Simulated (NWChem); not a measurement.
# SnH3F (SMILES [F][SnH3]) at 3 levels

Aim: a comparison of 3 runs (MP2/def2-SVP, MP2/def2-TZVP, MP2/def2-TZVPP) of SnH3F. 

The calculation is run with NWChem 7.3.0.

**1. The molecule**

SnH3F has 5 atoms, charge 0, and is taken as a singlet. SMILES: `[F][SnH3]`. The shape is that of a PBE0-D4/def2-TZVP optimisation.

Bond lengths: F1–Sn2 1.926 Å, Sn2–H3 1.701 Å, Sn2–H4 1.701 Å, Sn2–H5 1.701 Å. Angles: F1–Sn2–H3 104.7°, F1–Sn2–H4 104.7°, F1–Sn2–H5 104.7°, H3–Sn2–H4 113.8°, H3–Sn2–H5 113.8°, H4–Sn2–H5 113.8°.

**2. Energy and forces at MP2/def2-SVP (core potential) (run 1)**

fh3sn.nw

```
start fh3sn
title "FH3Sn"
memory total 2200 mb

geometry noautosym nocenter noautoz
  F     -1.285000     0.718300     1.005000
  Sn     0.100400    -0.065900    -0.079000
  H     -0.528400    -0.054800    -1.659100
  H      0.318900    -1.626500     0.560600
  H      1.444100     0.955200     0.131000
end

basis spherical bse
  * library def2-SVP
end

ecp bse
  Sn library def2-SVP
end

scf
  nopen 0
  rhf
  thresh 1e-08
  maxiter 80
  print low
end

mp2
  freeze core 5
  tight
end

task mp2 gradient
```

The run is started by

```bash
$ nwchem fh3sn.nw > fh3sn.out
```

What it wrote:

```text
[...]
  functions       =    55
[...]
  wavefunction    = RHF
[...]
         Total SCF energy =   -314.444346725734
      One-electron energy =   -677.896479872211
      Two-electron energy =    282.987145180192
 Nuclear repulsion energy =     80.464987966284
        Time for solution =      5.5s
[...]
          Total MP2 energy          -314.752970761281
[...]
                         mp2 ENERGY GRADIENTS
    atom               coordinates                        gradient
                 x          y          z           x          y          z
   1 F      -2.428298   1.357390   1.899175    0.007504  -0.004248  -0.005875
   2 Sn      0.189728  -0.124533  -0.149288   -0.005561   0.003151   0.004353
   3 H      -0.998531  -0.103557  -3.135244   -0.001287   0.000494  -0.000399
   4 H       0.602634  -3.073639   1.059380   -0.000712  -0.000580   0.001107
   5 H       2.728953   1.805066   0.247554    0.000056   0.001183   0.000814
[...]
```

Wall time 14 s (1 thread of Intel Xeon Platinum 8488C (Sapphire Rapids), shared host); peak memory 0.14 GiB.

**3. Energy and forces at MP2/def2-TZVP (core potential) (run 2)**

input.nw

```
start input
title "FH3Sn gradient"
memory stack 880 mb heap 220 mb global 1100 mb
geometry units angstroms noautosym nocenter noautoz
F       -1.285000       0.718300       1.005000
Sn       0.100400      -0.065900      -0.079000
H       -0.528400      -0.054800      -1.659100
H        0.318900      -1.626500       0.560600
H        1.444100       0.955200       0.131000
end
basis "ao basis" spherical bse
* library def2-TZVP
end
ecp bse
Sn library def2-TZVP
end
scf
nopen 0
rhf
thresh 1e-08
maxiter 80
noprint "final vectors analysis"
end
mp2
freeze core 5
tight
end
task mp2 gradient
```

The run is started by

```bash
$ nwchem input.nw > input.out
```

What it wrote:

```text
[...]
  functions       =    99
[...]
  wavefunction    = RHF
[...]
         Total SCF energy =   -314.587364678243
      One-electron energy =   -678.138515479037
      Two-electron energy =    283.086162834510
 Nuclear repulsion energy =     80.464987966284
        Time for solution =     18.8s
[...]
          Total MP2 energy          -315.165343045119
[...]
                         mp2 ENERGY GRADIENTS
    atom               coordinates                        gradient
                 x          y          z           x          y          z
   1 F      -2.428298   1.357390   1.899175   -0.001378   0.000780   0.001076
   2 Sn      0.189728  -0.124533  -0.149288   -0.001534   0.000871   0.001202
   3 H      -0.998531  -0.103557  -3.135244   -0.002131   0.000068  -0.005167
   4 H       0.602634  -3.073639   1.059380    0.000664  -0.005123   0.002154
   5 H       2.728953   1.805066   0.247554    0.004379   0.003403   0.000735
[...]
```

Run time: 56 s. Hardware: 1 thread of Intel Xeon Platinum 8488C (Sapphire Rapids), shared host; peak memory 0.35 GiB.

**4. Energy and gradient at MP2/def2-TZVPP (core potential) (run 3)**

input.nw

```
start input
memory total 2200 mb
charge 0

geometry units angstrom noautosym nocenter noautoz
  F     -1.285000     0.718300     1.005000
  Sn     0.100400    -0.065900    -0.079000
  H     -0.528400    -0.054800    -1.659100
  H      0.318900    -1.626500     0.560600
  H      1.444100     0.955200     0.131000
end

basis spherical bse
  * library def2-TZVPP
end

ecp bse
  Sn library def2-TZVPP
end

scf
  singlet
  rhf
  thresh 1e-08
  maxiter 80
  noprint "final vectors analysis"
end

mp2
  freeze core 5
  tight
end

task mp2 gradient
```

The run is started by

```bash
$ nwchem input.nw > input.out
```

What it wrote:

```text
[...]
  functions       =   123
[...]
  wavefunction    = RHF
[...]
         Total SCF energy =   -314.588027352818
      One-electron energy =   -678.142816896199
      Two-electron energy =    283.089801577097
 Nuclear repulsion energy =     80.464987966284
        Time for solution =     33.5s
[...]
          Total MP2 energy          -315.177387447976
[...]
                         mp2 ENERGY GRADIENTS
    atom               coordinates                        gradient
                 x          y          z           x          y          z
   1 F      -2.428298   1.357390   1.899175   -0.001739   0.000984   0.001358
   2 Sn      0.189728  -0.124533  -0.149288   -0.001659   0.000942   0.001300
   3 H      -0.998531  -0.103557  -3.135244   -0.002730   0.000128  -0.006376
   4 H       0.602634  -3.073639   1.059380    0.000751  -0.006335   0.002743
   5 H       2.728953   1.805066   0.247554    0.005377   0.004281   0.000976
[...]
```

Wall time 95 s (1 thread of Intel Xeon Platinum 8488C (Sapphire Rapids), shared host); peak memory 0.59 GiB.

**5. All runs side by side**

| run | level | core potential | energy (Eh) | dipole moment (D) | correlation energy (mEh) | largest force (eV/Å) | wall time |
| --- | --- | --- | --- | --- | --- | --- | --- |
| 1 | MP2/def2-SVP (core potential) | def2-SVP | -314.752971 | 2.73 | -308.6 | 0.537 | 14 s |
| 2 | MP2/def2-TZVP (core potential) | def2-TZVP | -315.165343 | 2.81 | -578.0 | 0.288 | 56 s |
| 3 | MP2/def2-TZVPP (core potential) | def2-TZVPP | -315.177387 | 2.78 | -589.4 | 0.357 | 95 s |

**6. Results**

| quantity | value |
| --- | --- |
| run 3: total energy | -315.17739 Eh |
| run 3: dipole moment (of the density that the program reports) | 2.78 D |
| run 3: correlation energy (5 core orbitals frozen) | -589.4 mEh |
| run 3: largest force on an atom | 0.357 eV/Å |

What this shows: The dipole moment (its size) runs from 2.73 D (MP2/def2-SVP) to 2.81 D (MP2/def2-TZVP). All runs together took 2.7 min, the longest 95 s.
